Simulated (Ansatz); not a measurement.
**HPbNO4 under changes of volume**

One of the cells (14.484 Å³/atom); the others are scaled copies at fixed shape and fractional positions:

```
H Pb N O
1.0
     4.19923    0.11117    0.16817
     1.91600    3.89132    0.12568
     1.76085    1.25259    6.37266
H Pb N O
1 1 1 4
Direct
  0.89145 0.68202 0.62796
  0.14426 0.92872 0.88352
  0.25670 0.28861 0.30171
  0.83108 0.65056 0.78405
  0.38694 0.22380 0.11295
  0.31104 0.03576 0.45856
  0.07726 0.60633 0.32275
```

The cell was built by a generator and needn't be a form met in nature.

```yaml
Program: Ansatz 0.2.0
Functional: PBE
Potentials_or_basis: all-electron LAPW, scalar-relativistic
Cutoff: 696 eV (chosen from the basis error)
Basis_error_allowed: 0.003 eV/atom
k_mesh: 5 × 5 × 4
Occupations: fermi-dirac, width 0.05 eV
Spin: no spin polarisation
```

| volume (Å³/atom) | energy over the lowest point (meV/atom) | pressure (GPa) | gap on the mesh (eV) | largest force (eV/Å) |
| --- | --- | --- | --- | --- |
| 13.615 | ? | ? | ? | ? |
| 13.905 | 6.97 | 4.1 | 2.91 | 1.099 |
| 14.195 | 1.59 | 1.9 | 2.89 | 0.502 |
| 14.484 | 0.00 | -0.1 | 2.88 | 0.051 |
| 14.774 | 1.83 | -1.9 | 2.86 | 0.564 |
| 15.064 | 6.74 | -3.5 | 2.84 | 1.040 |
| 15.353 | 14.42 | -5.0 | 2.82 | 1.482 |

**Question.** What does the run at 13.615 Å³/atom give?

**Answer.** Energy over the lowest point 16.58 meV/atom; pressure 6.6 GPa; gap on the mesh 2.92 eV; largest force 1.742 eV/Å.

Worked out: A Birch-Murnaghan fit of order 3 (a polynomial in V^(-2/3)) to the other rows has its minimum at 14.47 Å³/atom with B0 = V·E''(V) = 95 GPa and B' = 4.1 at fixed shape and positions, which overstates the stiffness. It gives 16.56 meV/atom at 13.615 Å³/atom, against the run's 16.58, and -dE/dV = 6.5 GPa, against 6.6. A straight line through the other rows of the gap, of slope -0.893 eV per unit of ln V, extrapolates to 2.93 eV, against the run's 2.92.

Energies are extrapolated to zero smearing.

Caveats: spin-orbit coupling is left out, which as a rule narrows the gap of such compounds by several tenths of an eV; an odd mesh through Γ misses points on the zone boundary, where band edges often lie; forces of over 1 eV/Å show positions far from the minimum, so gaps and moduli don't describe the material at rest (some runs).
